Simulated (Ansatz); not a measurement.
# H7NSSi2: rigid torsion scan in Python

Wanted for H7NSSi2: a rigid torsion scan.

Program: Ansatz 0.2.0 through its Python package. Level of theory: r2SCAN0/def2-SVP. These are calculated values, not measurements.

### Step 1. Starting point

Bond lengths: N1–Si2 1.651 Å, Si2–Si3 2.309 Å, Si3–S4 2.063 Å, N1–H5 1.074 Å, N1–H6 1.031 Å, Si2–H7 1.467 Å, Si2–H8 1.527 Å, Si3–H9 1.554 Å, Si3–H10 1.493 Å, S4–H11 1.325 Å. Angles (14 of 16 angles, heavy atoms first): N1–Si2–Si3 113.6°, Si2–Si3–S4 112.7°, N1–Si2–H7 106.6°, N1–Si2–H8 106.7°, Si3–Si2–H7 110.4°, Si3–Si2–H8 112.0°, Si2–N1–H5 109.3°, Si2–N1–H6 112.9°, Si2–Si3–H9 111.1°, Si2–Si3–H10 111.9°, S4–Si3–H9 107.3°, S4–Si3–H10 107.4°, Si3–S4–H11 101.3°, H7–Si2–H8 107.0°.

The script holds or builds the structure itself.

### Step 2. The script

run_torsion.py reads:

```python
"""Energy of H7NSSi2 as one group turns about a bond."""

import ansatz as az
from ase import Atoms

atoms = Atoms(["N", "Si", "Si", "S", "H", "H", "H", "H", "H", "H", "H"], positions=[
    (-0.9868, 1.7689, 0.1091),
    (0.2417, 0.9494, -0.6295),
    (0.7576, -1.059, 0.3872),
    (-0.8742, -2.3107, 0.5494),
    (-1.2175, 2.6497, -0.4597),
    (-1.8908, 1.2781, 0.0472),
    (-0.1764, 0.7274, -2.0176),
    (1.4395, 1.8953, -0.669),
    (1.3128, -0.8339, 1.8215),
    (1.8194, -1.8021, -0.3543),
    (-0.36, -3.3202, 1.2364),
])

# start the scan from a relaxed geometry
first = az.Crystal.molecule_from_ase(atoms).calculation()
first = first.basis(gaussian="def2-SVP")
first = first.functional("r2scan0")
first = first.relax(force_tolerance=0.02, max_steps=80)
atoms.positions = first.run().report["positions_ang"]

start = atoms.get_dihedral(0, 1, 2, 3)
energies = {}
for turn in range(0, 360, 30):
    turned = atoms.copy()
    turned.set_dihedral(0, 1, 2, 3, start + turn, indices=[2, 3, 8, 9, 10])
    job = az.Crystal.molecule_from_ase(turned).calculation()
    job = job.basis(gaussian="def2-SVP").functional("r2scan0")
    energies[round((start + turn) % 360)] = job.run().report["free_energy_ev"]
floor = min(energies.values())
print("dihedral N0-Si1-Si2-S3 (deg)   E - E(min) (eV)")
for angle, e in sorted(energies.items()):
    print(f"{angle:8d} {(e - floor):14.3f}  " + "#" * int(30 * (e - floor) / max(max(energies.values()) - floor, 1e-9)))
```

### Step 3. The input behind the calls

The package turns the script's settings into the engine's input (first run):

```yaml
crystal:
  periodic: [false, false, false]
  atoms:
    - { symbol: "N", position_ang: [-0.9868, 1.7689, 0.1091] }
    - { symbol: Si, position_ang: [0.2417, 0.9494, -0.6295] }
    - { symbol: Si, position_ang: [0.7576, -1.059, 0.3872] }
    - { symbol: S, position_ang: [-0.8742, -2.3107, 0.5494] }
    - { symbol: H, position_ang: [-1.2175, 2.6497, -0.4597] }
    - { symbol: H, position_ang: [-1.8908, 1.2781, 0.0472] }
    - { symbol: H, position_ang: [-0.1764, 0.7274, -2.0176] }
    - { symbol: H, position_ang: [1.4395, 1.8953, -0.669] }
    - { symbol: H, position_ang: [1.3128, -0.8339, 1.8215] }
    - { symbol: H, position_ang: [1.8194, -1.8021, -0.3543] }
    - { symbol: H, position_ang: [-0.36, -3.3202, 1.2364] }
basis:
  gaussian:
    orbitals: def2-SVP
hamiltonian:
  xc: r2scan0
relax:
  f_tol: 0.02
  max_steps: 80
```

### Step 4. Launch

Command:

```bash
$ python run_torsion.py
```

The log of the run:

```text
dihedral N0-Si1-Si2-S3 (deg)   E - E(min) (eV)
      22          0.056  ###############
      52          0.000
      82          0.044  ###########
     112          0.088  ########################
     142          0.086  #######################
     172          0.072  ###################
     202          0.087  #######################
     232          0.109  ##############################
     262          0.100  ###########################
     292          0.066  ##################
     322          0.049  #############
     352          0.082  ######################
```

Run time: 3.1 min. Hardware: 1 thread of Arm Neoverse V2, shared host; peak memory 0.32 GiB.

### Step 5. Path of the relaxation of run 0

Relaxation path:

| step | E - E(step 1) (eV) | largest force component (eV/Å) |
| --- | --- | --- |
| 1 | 0.0000 | 3.7448 |
| 2 | -0.4283 | 1.5604 |
| 3 | -0.5381 | 0.7193 |
| 4 | -0.5734 | 0.5097 |
| 5 | -0.6005 | 0.3206 |
| 6 | -0.6039 | 0.1708 |
| 7 | -0.6048 | 0.1600 |
| 8 | -0.6129 | 0.2095 |
| 9 | -0.6161 | 0.0803 |
| 10 | -0.6166 | 0.0693 |
| 11 | -0.6171 | 0.0394 |
| 12 | -0.6173 | 0.0281 |
| 13 | -0.6175 | 0.0186 |

Step 1 is the start.

Before: Bond lengths: N1–Si2 1.651 Å, Si2–Si3 2.309 Å, Si3–S4 2.063 Å, N1–H5 1.074 Å, N1–H6 1.031 Å, Si2–H7 1.467 Å, Si2–H8 1.527 Å, Si3–H9 1.554 Å, Si3–H10 1.493 Å, S4–H11 1.325 Å. Angles (14 of 16 angles, heavy atoms first): N1–Si2–Si3 113.6°, Si2–Si3–S4 112.7°, N1–Si2–H7 106.6°, N1–Si2–H8 106.7°, Si3–Si2–H7 110.4°, Si3–Si2–H8 112.0°, Si2–N1–H5 109.3°, Si2–N1–H6 112.9°, Si2–Si3–H9 111.1°, Si2–Si3–H10 111.9°, S4–Si3–H9 107.3°, S4–Si3–H10 107.4°, Si3–S4–H11 101.3°, H7–Si2–H8 107.0°.

After: Bond lengths: N1–Si2 1.726 Å, Si2–Si3 2.340 Å, Si3–S4 2.159 Å, N1–H5 1.010 Å, N1–H6 1.011 Å, Si2–H7 1.498 Å, Si2–H8 1.489 Å, Si3–H9 1.489 Å, Si3–H10 1.490 Å, S4–H11 1.345 Å. Angles (14 of 16 angles, heavy atoms first): N1–Si2–Si3 104.6°, Si2–Si3–S4 103.0°, N1–Si2–H7 116.6°, N1–Si2–H8 109.9°, Si3–Si2–H7 108.4°, Si3–Si2–H8 111.0°, Si2–N1–H5 121.2°, Si2–N1–H6 118.5°, Si2–Si3–H9 111.7°, Si2–Si3–H10 113.3°, S4–Si3–H9 109.3°, S4–Si3–H10 111.7°, Si3–S4–H11 96.6°, H7–Si2–H8 106.4°.

Run 0 is this relaxation; the runs after it count from 1.

### Step 6. The runs side by side

From the records of these 12 runs:

| run | turn (°) | energy from run 1 (eV) | SCF cycles | CPU time (s) |
| --- | --- | --- | --- | --- |
| 1 | 0 | 0.0000 | 16 | 6.5 |
| 2 | 30 | 0.0436 | 16 | 6.4 |
| 3 | 60 | 0.0882 | 15 | 6.3 |
| 4 | 90 | 0.0860 | 15 | 6.3 |
| 5 | 120 | 0.0722 | 15 | 6.3 |
| 6 | 150 | 0.0868 | 15 | 6.3 |
| 7 | 180 | 0.1094 | 16 | 6.4 |
| 8 | 210 | 0.1003 | 16 | 5.9 |
| 9 | 240 | 0.0659 | 16 | 6.2 |
| 10 | 270 | 0.0490 | 16 | 6.3 |
| 11 | 300 | 0.0817 | 16 | 6.5 |
| 12 | 330 | 0.0563 | 16 | 6.5 |

### Step 7. Outcome

| quantity | value |
| --- | --- |
| runs compared | 12 |
| range of energy | 0.109 eV |
| lowest point, turn (°) | 0 |

In words: The lowest point is at 52° and the highest at 232°, 0.109 eV (10.5 kJ/mol) above it, with the rest of the molecule held. Run 0: The relaxation took 12 moves; the largest shift is 0.512 Å, of atom 6 (H). The scan is rigid and the energies are electronic, in a modest basis. With rigid groups the curve can differ much from the relaxed path, the start wasn't checked as a minimum of this torsion, and equivalent turns needn't return to the same energy.
